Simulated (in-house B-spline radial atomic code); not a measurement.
# As²⁶⁺: excited configurations in jj coupling

Wanted: excitation energies of As²⁶⁺ as differences of total energies (ΔSCF).

Program: in-house B-spline radial atomic code version 1. Level of theory: Dirac-Hartree-Fock, average of configuration, Fermi nucleus, basis-set limit. These are calculated values, not measurements, unless marked.

### 1 The system

```
element       : arsenic (Z = 33)
charge        : +26
electrons     : 7
configuration : 1s2 2s2 2p-2 2p+1
Hamiltonian   : Dirac-Coulomb
nucleus       : Fermi, rms radius 4.097 fm
```

In configurations, a minus sign after the shell means j = l − 1/2 and a plus sign j = l + 1/2; the count of electrons follows.

Settings of the run:

```ini
Z = 33
electrons = 7.0
configuration = 1s2 2s2 2p-2 2p+1
hamiltonian = dirac
method = hf
spin_polarised = False
nucleus = fermi
rms_radius = 4.0968
mass_number = 75
atomic_mass = 74.921594562
speed_of_light = 137.035999084
```

From the earlier run of the reference: total energy -1653.699246 hartree. Levels, eight at most:

```csv
orbital,occupation,energy (eV),<r> (bohr)
1s1/2,2,-13535.9,0.04530
2s1/2,2,-2909.80,0.1923
2p1/2,2,-2801.42,0.1638
2p3/2,1,-2766.26,0.1669
```

### 2 Configuration 1s2 2s1 2p+3 4s1

Settings of the run:

```ini
Z = 33
electrons = 7.0
configuration = 1s2 2s1 2p+3 4s1
hamiltonian = dirac
method = hf
spin_polarised = False
nucleus = fermi
rms_radius = 4.0968
mass_number = 75
atomic_mass = 74.921594562
speed_of_light = 137.035999084
```

### 3 Run with 1s2 2s1 2p-2 2p+1 6f+1

Changes to the settings of step 2:

```diff
@@ -2,3 +2,3 @@
 electrons = 7.0
-configuration = 1s2 2s1 2p+3 4s1
+configuration = 1s2 2s1 2p-2 2p+1 6f+1
 hamiltonian = dirac
```

### 4 Configuration 1s2 2s2 2p-2 5p+1

Changes to the settings of step 3:

```diff
@@ -2,3 +2,3 @@
 electrons = 7.0
-configuration = 1s2 2s1 2p-2 2p+1 6f+1
+configuration = 1s2 2s2 2p-2 5p+1
 hamiltonian = dirac
```

### 5 Configuration 1s2 2s2 2p-2 6s1

Changes to the settings of step 4:

```diff
@@ -2,3 +2,3 @@
 electrons = 7.0
-configuration = 1s2 2s2 2p-2 5p+1
+configuration = 1s2 2s2 2p-2 6s1
 hamiltonian = dirac
```

### 6 1s2 2s1 2p-1 2p+2 6s1

Changes to the settings of step 5:

```diff
@@ -2,3 +2,3 @@
 electrons = 7.0
-configuration = 1s2 2s2 2p-2 6s1
+configuration = 1s2 2s1 2p-1 2p+2 6s1
 hamiltonian = dirac
```

### 7 Run with 1s2 2s2 2p-1 2p+2

Changes to the settings of step 6:

```diff
@@ -2,3 +2,3 @@
 electrons = 7.0
-configuration = 1s2 2s1 2p-1 2p+2 6s1
+configuration = 1s2 2s2 2p-1 2p+2
 hamiltonian = dirac
```

### 8 Run with 1s2 2s2 2p+3

Changes to the settings of step 7:

```diff
@@ -2,3 +2,3 @@
 electrons = 7.0
-configuration = 1s2 2s2 2p-1 2p+2
+configuration = 1s2 2s2 2p+3
 hamiltonian = dirac
```

How far above the reference does each configuration lie (order and size, in eV)?

As calculated:

| net move | configuration | energy above the reference (eV) | with Breit, QED, recoil (eV) | largest <r> (bohr) |
| --- | --- | --- | --- | --- |
| 2p1/2 → 2p3/2 | 1s2 2s2 2p-1 2p+2 | 36.097 | 34.942 | 0.192 |
| 2×2p1/2 → 2×2p3/2 | 1s2 2s2 2p+3 | 81.673 | 79.931 | 0.192 |
| 2×2p1/2, 2s → 2×2p3/2, 4s | 1s2 2s1 2p+3 4s1 | 2325.53 | 2321.53 | 0.825 |
| 2p3/2 → 5p3/2 | 1s2 2s2 2p-2 5p+1 | 2354.50 | 2353.47 | 1.31 |
| 2p3/2 → 6s | 1s2 2s2 2p-2 6s1 | 2475.46 | 2474.43 | 1.91 |
| 2s → 6f7/2 | 1s2 2s1 2p-2 2p+1 6f+1 | 2632.50 | 2630.13 | 1.77 |
| 2p1/2, 2s → 2p3/2, 6s | 1s2 2s1 2p-1 2p+2 6s1 | 2656.67 | 2653.13 | 1.91 |

**Reading.** The energies run from 36.097 eV (2p1/2 → 2p3/2) to 2656.67 eV (2p1/2, 2s → 2p3/2, 6s). Two partly filled shells share a symmetry and can mix in the average, which may lower the energy, for: 2×2p1/2, 2s → 2×2p3/2, 4s; 2p1/2, 2s → 2p3/2, 6s. These are averages over configurations, without correlation, not spectroscopic levels.
